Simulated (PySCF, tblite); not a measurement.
# C₃H₁₁N₂Si radical: geometry, infrared bands and EPR parameters

Wanted: the infrared bands and EPR parameters of C₃H₁₁N₂Si radical (`CC[N][SiH2]NC`), by calculation.

The runs use tblite 0.8.0 and PySCF 2.14.0, with density-fitted response routines of our own; the level of theory stands in each step. All values are computed, except where a source is named. Atoms count from 0, in the outputs and in this text.

## Step 1: Starting geometry

17 atoms, charge 0, multiplicity 2; geometry from: force field or distance geometry start.

Bonds of the start (Å): C0–C1 1.51, C1–N2 1.43, N2–Si3 1.77, Si3–N4 1.78, N4–C5 1.44, C0–H6 1.11, C0–H7 1.10, C0–H8 1.11, C1–H9 1.11, C1–H10 1.12, Si3–H11 1.48, Si3–H12 1.49, N4–H13 1.02, C5–H14 1.12, C5–H15 1.11, C5–H16 1.12.

## Step 2: Relaxing the molecule with GFN2-xTB

What the job is given:

```
{"job": {"kind": "relax", "xc": "GFN2-xTB", "basis": "xTB"}, "charge": 0, "multiplicity": 2}
C      2.292400    -0.238600    -0.570500
C      1.886000     0.541400     0.652800
N      0.476500     0.804000     0.643800
Si    -0.541000    -0.640100     0.581300
N     -2.268500    -0.222100     0.505400
C     -2.572100     0.462400    -0.727100
H      3.254100     0.162100    -0.944300
H      1.528300    -0.127300    -1.358900
H      2.371600    -1.307300    -0.286600
H      2.459900     1.497000     0.626900
H      2.217500    -0.004900     1.569400
H     -0.193300    -1.411400    -0.627600
H     -0.305200    -1.568300     1.726600
H     -2.634300     0.224900     1.351200
H     -2.247000     1.537300    -0.737800
H     -3.672400     0.395700    -0.866300
H     -2.059500    -0.092800    -1.548100
```

On the command line:

```sh
$ OMP_NUM_THREADS=1 python probes_run.py task.json out
```

The driver reads the jobs from task.json and runs them one after another.

Log:

```text
step      E/eV     max force
  0    -531.85119    1.744
  1    -532.01754    1.064
  2    -532.12230    0.549
  3    -532.15717    0.483
  4    -532.19466    0.400
  5    -532.21449    0.389
  6    -532.24636    0.404
  7    -532.26528    0.344
  8    -532.28031    0.309
  9    -532.29410    0.297
 10    -532.31307    0.403
 11    -532.33551    0.502
 12    -532.36062    0.489
 13    -532.38420    0.405
 14    -532.40306    0.340
 15    -532.42035    0.416
 16    -532.43449    0.336
 17    -532.44255    0.237
 18    -532.44880    0.200
 19    -532.45422    0.255
 20    -532.45949    0.243
 21    -532.46464    0.197
 22    -532.46830    0.130
 23    -532.47077    0.121
 24    -532.47327    0.157
 25    -532.47575    0.132
 26    -532.47778    0.103
 27    -532.47942    0.100
 28    -532.48093    0.127
 29    -532.48291    0.159
 30    -532.48529    0.160
 31    -532.48735    0.114
 32    -532.48877    0.121
 33    -532.48994    0.106
 34    -532.49118    0.108
 35    -532.49261    0.138
 36    -532.49413    0.117
 37    -532.49571    0.119
 38    -532.49757    0.137
 39    -532.49977    0.119
 40    -532.50173    0.138
 41    -532.50300    0.088
 42    -532.50381    0.080
 43    -532.50458    0.105
 44    -532.50560    0.097
 45    -532.50684    0.085
 46    -532.50779    0.071
 47    -532.50830    0.067
 48    -532.50880    0.052
 49    -532.50929    0.050
 50    -532.50968    0.038
 51    -532.51003    0.050
 52    -532.51046    0.055
 53    -532.51103    0.062
 54    -532.51167    0.076
 55    -532.51232    0.084
 56    -532.51310    0.081
 57    -532.51424    0.083
 58    -532.51571    0.099
 59    -532.51703    0.080
 60    -532.51804    0.099
 61    -532.51879    0.102
 62    -532.51971    0.074
 63    -532.52098    0.061
 64    -532.52263    0.074
 65    -532.52359    0.074
 66    -532.52462    0.082
 67    -532.52584    0.082
 68    -532.52716    0.108
 69    -532.52806    0.069
 70    -532.52858    0.078
 71    -532.52921    0.065
 72    -532.52996    0.061
 73    -532.53079    0.075
 74    -532.53192    0.076
 75    -532.53299    0.072
 76    -532.53391    0.070
 77    -532.53479    0.089
 78    -532.53583    0.099
 79    -532.53683    0.086
 80    -532.53765    0.057
 81    -532.53796    0.068
 82    -532.53830    0.067
 83    -532.53890    0.066
 84    -532.53956    0.051
 85    -532.53999    0.045
 86    -532.54026    0.045
 87    -532.54054    0.045
 88    -532.54097    0.059
 89    -532.54152    0.055
 90    -532.54203    0.052
 91    -532.54232    0.048
 92    -532.54257    0.039
 93    -532.54293    0.046
 94    -532.54352    0.050
 95    -532.54414    0.051
 96    -532.54464    0.057
 97    -532.54503    0.041
 98    -532.54532    0.048
 99    -532.54536    0.066
100    -532.54566    0.020
101    -532.54573    0.017
102    -532.54577    0.012
103    -532.54580    0.010
104    -532.54583    0.011
105    -532.54588    0.014
106    -532.54592    0.012
107    -532.54595    0.009
```

It took 0.73 s on 1 thread of Arm Neoverse V1, shared host.

Step by step: (not every step is listed)

| step | energy from step 0 (eV) | largest force (eV/Å) |
| --- | --- | --- |
| 0 | 0.0000 | 1.7440 |
| 1 | -0.1664 | 1.0636 |
| 2 | -0.2711 | 0.5494 |
| 3 | -0.3060 | 0.4833 |
| 4 | -0.3435 | 0.4002 |
| 5 | -0.3633 | 0.3891 |
| 6 | -0.3952 | 0.4037 |
| 7 | -0.4141 | 0.3440 |
| 8 | -0.4291 | 0.3086 |
| 17 | -0.5914 | 0.2369 |
| 26 | -0.6266 | 0.1030 |
| 35 | -0.6414 | 0.1377 |
| 44 | -0.6544 | 0.0969 |
| 53 | -0.6598 | 0.0624 |
| 62 | -0.6685 | 0.0738 |
| 71 | -0.6780 | 0.0646 |
| 80 | -0.6865 | 0.0566 |
| 89 | -0.6903 | 0.0554 |
| 98 | -0.6941 | 0.0475 |
| 102 | -0.6946 | 0.0119 |
| 103 | -0.6946 | 0.0104 |
| 104 | -0.6946 | 0.0112 |
| 105 | -0.6947 | 0.0137 |
| 106 | -0.6947 | 0.0117 |
| 107 | -0.6948 | 0.0085 |

Distances of close pairs at the start and the end, largest changes first:

| bond | before (Å) | after (Å) | change (Å) |
| --- | --- | --- | --- |
| N2–Si3 | 1.768 | 1.679 | -0.089 |
| C1–N2 | 1.434 | 1.394 | -0.040 |
| Si3–H12 | 1.493 | 1.458 | -0.035 |
| C5–H16 | 1.116 | 1.089 | -0.027 |
| C5–H14 | 1.123 | 1.097 | -0.026 |
| C0–C1 | 1.507 | 1.528 | +0.022 |
| C0–H8 | 1.109 | 1.087 | -0.022 |
| Si3–N4 | 1.779 | 1.758 | -0.021 |

The next job starts from the end point, and lists it.

## Step 3: Vibrational analysis with GFN2-xTB

What the job is given:

```
{"job": {"kind": "ir", "xc": "GFN2-xTB", "basis": "xTB"}, "charge": 0, "multiplicity": 2}
C      2.284698    -0.181547    -0.638374
C      1.620171     0.596594     0.497056
N      0.562863    -0.023944     1.160495
Si    -0.617412    -1.144745     0.748374
N     -2.086606    -0.238965     0.416256
C     -2.165472     0.691710    -0.670067
H      3.126159     0.378578    -1.039828
H      1.569031    -0.368477    -1.435026
H      2.640278    -1.139258    -0.266776
H      1.260840     1.566405     0.106261
H      2.371990     0.856910     1.259513
H     -0.518412    -1.999127    -0.441408
H     -0.916693    -1.892027     1.964016
H     -2.569512     0.107995     1.231366
H     -1.652006     1.638037    -0.457265
H     -3.210714     0.919216    -0.894293
H     -1.706201     0.244676    -1.550210
```

Log:

```text
mode    cm-1     km/mol
  1      17.1      2.37
  2      49.4      2.11
  3      83.3      3.44
  4     156.3      5.51
  5     173.0     10.58
  6     205.7      1.97
  7     243.2     15.83
  8     288.4      6.77
  9     429.6      4.96
 10     523.5    119.51
 11     578.3     99.34
 12     605.8      2.29
 13     708.3     52.45
 14     727.0     56.69
 15     757.0     23.58
 16     774.0    100.61
 17     797.3    160.41
 18     984.1     13.49
 19    1043.2     19.48
 20    1063.1     24.17
 21    1072.1     11.33
 22    1093.4      0.72
 23    1143.1     29.97
 24    1204.3      1.27
 25    1276.6     43.17
 26    1301.2     12.50
 27    1349.1     19.99
 28    1394.2      5.81
 29    1412.8      3.05
 30    1419.0     32.97
 31    1480.7      2.05
 32    1484.6      4.24
 33    1493.9      5.44
 34    1496.7      2.66
 35    2190.1    345.03
 36    2282.1    269.07
 37    2769.2     20.73
 38    2845.4     36.21
 39    2883.9     39.32
 40    2960.1     45.37
 41    3017.0     27.95
 42    3029.6     37.53
 43    3038.9     31.85
 44    3044.5     20.16
 45    3446.6      5.30
```

Run time: 0.54 s. Hardware: 1 thread of Arm Neoverse V1, shared host.

The strongest bands and the atoms that carry them (share of the mass-weighted mode):

| cm⁻¹ | km/mol | atoms |
| --- | --- | --- |
| 524 | 119.5 | H12 27 %, H13 16 %, H11 15 %, Si3 14 % |
| 578 | 99.3 | H13 52 %, N4 19 % |
| 708 | 52.5 | H11 35 %, H12 30 %, Si3 13 % |
| 727 | 56.7 | N4 31 %, H11 28 %, Si3 13 % |
| 774 | 100.6 | H11 37 %, H12 25 % |
| 797 | 160.4 | Si3 29 %, N2 18 %, H12 15 %, C1 13 % |
| 2190 | 345.0 | H11 95 % |
| 2282 | 269.1 | H12 96 % |

## Step 4: g tensor and hyperfine couplings: B3LYP/pcH-1

Settings changed since step 3:

```diff
@@ -1,2 +1,2 @@
-{"job": {"kind": "ir", "xc": "GFN2-xTB", "basis": "xTB"}, "charge": 0, "multiplicity": 2}
+{"job": {"kind": "epr", "basis": "pcH-1"}, "charge": 0, "multiplicity": 2}
 C      2.284698    -0.181547    -0.638374
```

With the program's defaults for keys left out, this is: UKS B3LYP, pcH-1 on C H N Si, non-relativistic, mean-field spin-orbit, GIAO.

Log:

```text
UKS, coarse grid
  cycle   1  E = -519.85814683  |g| = 3.87e-01
  cycle   2  E = -519.79632661  |g| = 5.39e-01
  cycle   3  E = -519.92969864  |g| = 9.40e-02
  cycle   4  E = -519.93199824  |g| = 7.38e-02
  cycle   5  E = -519.93444793  |g| = 1.48e-02
  cycle   6  E = -519.93459553  |g| = 9.89e-03
  cycle   7  E = -519.93466083  |g| = 2.89e-03
  cycle   8  E = -519.93467619  |g| = 1.20e-03
  cycle   9  E = -519.93467966  |g| = 6.90e-04
UKS, final grid
  cycle   1  E = -519.93466433  |g| = 7.02e-04
  cycle   2  E = -519.93466507  |g| = 9.63e-04
  cycle   3  E = -519.93466565  |g| = 3.14e-04
  cycle   4  E = -519.93466604  |g| = 2.93e-04
  cycle   5  E = -519.93466677  |g| = 8.65e-05
  cycle   6  E = -519.93466678  |g| = 3.88e-05
  cycle   7  E = -519.93466679  |g| = 2.25e-05
E = -519.93466679 Eh   <S^2> = 0.7553 (exact 0.7500)
g shifts (ppm)      1          2          3
  rmc          -203       -203       -203
  gc             -4         43         33
  oz_so          65       1596       8349
  total        -141       1437       8179
hyperfine (MHz)  atom isotope    a_iso     a_fc   dipolar eigenvalues
    0   13C       3.24       3.25     -1.46     -1.08      2.55
    1   13C     -31.04     -31.10     -4.84      2.20      2.63
    2   14N      26.43      26.22    -37.21    -35.69     72.90
    3  29Si      42.89      42.95     -2.77     -0.27      3.05
    4   14N       5.00       5.00     -7.45     -7.22     14.67
    5   13C      -3.96      -3.97     -0.88     -0.50      1.38
    6    1H      -0.68      -0.68     -1.84     -1.66      3.50
    7    1H       0.43       0.43     -2.68     -2.56      5.25
    8    1H      -0.68      -0.68     -3.14     -2.75      5.89
    9    1H     186.77     186.76     -6.87     -2.81      9.69
   10    1H     100.46     100.43     -6.36     -3.84     10.19
   11    1H      -6.55      -6.55     -3.19     -1.95      5.14
   12    1H      32.73      32.72     -4.31     -1.69      6.00
   13    1H      -9.34      -9.36     -9.60     -1.32     10.92
   14    1H       8.99       9.00     -3.07     -1.30      4.37
   15    1H      10.02      10.02     -1.69     -0.93      2.62
   16    1H       0.54       0.54     -2.40     -0.82      3.22
```

Run time: 82 s. Hardware: 1 thread of Arm Neoverse V1, shared host; peak memory 0.97 GiB.

Principal g values 2.00218, 2.00376, 2.01050; g(iso) = 2.00548, against 2.00232 for a free electron.

Mean a(iso) over the nuclei that a row names, and the largest dipolar term of the row (other rows stand at the frozen geometry):

| nuclei | isotope | a(iso) (MHz) | a(iso) (G, at g = 2.0023) | largest dipolar term (MHz) |
| --- | --- | --- | --- | --- |
| H9, H10 | 1H | 143.6 | 51.2 | 10.2 |
| Si3 | 29Si | 42.9 | 15.3 | 3.0 |
| C1 | 13C | -31.0 | -11.1 | -4.8 |
| N2 | 14N | 26.4 | 9.4 | 72.9 |
| H11, H12 | 1H | 13.1 | 4.7 | 6.0 |
| H13 | 1H | -9.3 | -3.3 | 10.9 |
| H14, H15, H16 | 1H | 6.5 | 2.3 | 4.4 |
| N4 | 14N | 5.0 | 1.8 | 14.7 |
| C5 | 13C | -4.0 | -1.4 | 1.4 |
| C0 | 13C | 3.2 | 1.2 | 2.5 |
| H6, H7, H8 | 1H | -0.3 | -0.1 | 5.9 |

Mulliken spin populations:

C0 0.01; C1 -0.07; N2 0.82; Si3 -0.02; N4 0.12; C5 -0.01; H6 0.00; H7 0.00; H8 0.00; H9 0.08; H10 0.04; H11 0.00; H12 0.02; H13 0.00; H14 0.01; H15 0.00; H16 0.00

In first order the couplings over 0.8 MHz of 1H, 14N give 648 distinct lines over 144.6 G, if the averaged nuclei exchange fast; the same motion can average rows kept apart here too.

Orbitals, density, ELF and potential are computed afterwards from the orbital file.

ELF in a plane through or near 5 of the atoms.

Values, 10 rows by 14 columns:
```
0.00 0.00 0.00 0.00 0.00 0.00 0.00 0.00 0.00 0.00 0.00 0.00 0.00 0.00
0.00 0.00 0.00 0.00 0.00 0.00 0.01 0.27 0.61 0.10 0.00 0.00 0.00 0.00
0.00 0.00 0.00 0.00 0.00 0.00 0.03 0.89 1.00 0.91 0.01 0.00 0.00 0.00
0.00 0.00 0.00 0.00 0.00 0.25 0.40 0.19 0.57 0.04 0.06 0.01 0.00 0.00
0.00 0.00 0.00 0.04 0.43 0.57 0.73 0.81 0.29 0.72 0.99 0.52 0.00 0.00
0.00 0.00 0.01 0.04 0.63 0.43 0.45 0.25 0.06 0.29 0.14 0.01 0.00 0.00
0.00 0.00 0.03 0.04 0.08 0.98 0.96 0.01 0.95 0.99 0.34 0.49 0.05 0.00
0.00 0.00 0.00 0.00 0.00 0.14 0.05 0.00 0.67 0.86 0.05 0.02 0.00 0.00
0.00 0.00 0.00 0.00 0.00 0.00 0.00 0.00 0.00 0.00 0.00 0.00 0.00 0.00
0.00 0.00 0.00 0.00 0.00 0.00 0.00 0.00 0.00 0.00 0.00 0.00 0.00 0.00
```
The map spans 11.6 Å across and 10.6 Å up, centred on the molecule. Atoms in the plane (x, y in Å): C1 (-1.6, -0.1), N2 (-0.5, 0.8), H9 (-1.2, -1.1), H13 (2.6, 0.7), H14 (1.7, -1.5).

On the surface of density 0.002 e/bohr³ the electrostatic potential runs, from the 1st to the 99th percentile, from -1.46 V near N2 to 1.22 V near H13.

The spin density lies nearest to N2 67 %; N4 11 %; H9 7 %.

## Step 5: What came out

| quantity | value |
| --- | --- |
| strongest single infrared mode (GFN2-xTB) | 2190 cm⁻¹, 345 km/mol |
| zero-point energy (GFN2-xTB) | 86.3 kcal/mol |
| g(iso) (B3LYP) | 2.00548 |
| ⟨S²⟩ | 0.755 (exact 0.75) |
| largest a(iso) (averaged by class) | 1H on H9, H10, 143.6 MHz |
| potential on the surface of density 0.002 e/bohr³, 1st and 99th percentile | -1.46 V and 1.22 V |

In words: Over 107 steps the energy fell by 0.695 eV; of the close pairs, N2–Si3 changed most, 1.768 to 1.679 Å. All 45 modes are real, so the xTB geometry is a minimum. The strongest single mode, at 2190 cm⁻¹, moves mainly H11. GFN2-xTB is a fitted tight-binding method: band positions and strengths are rough. Its intensities can rank the bands wrongly. N2 carries the largest spin population, 0.82 e. The isotropic g lies 3.2 ppt above the free-electron value. These values are for one conformer; the search (at its own cheap level) found 2 more, at 1.07, 1.27 kcal/mol, and measured spectra average over such forms.
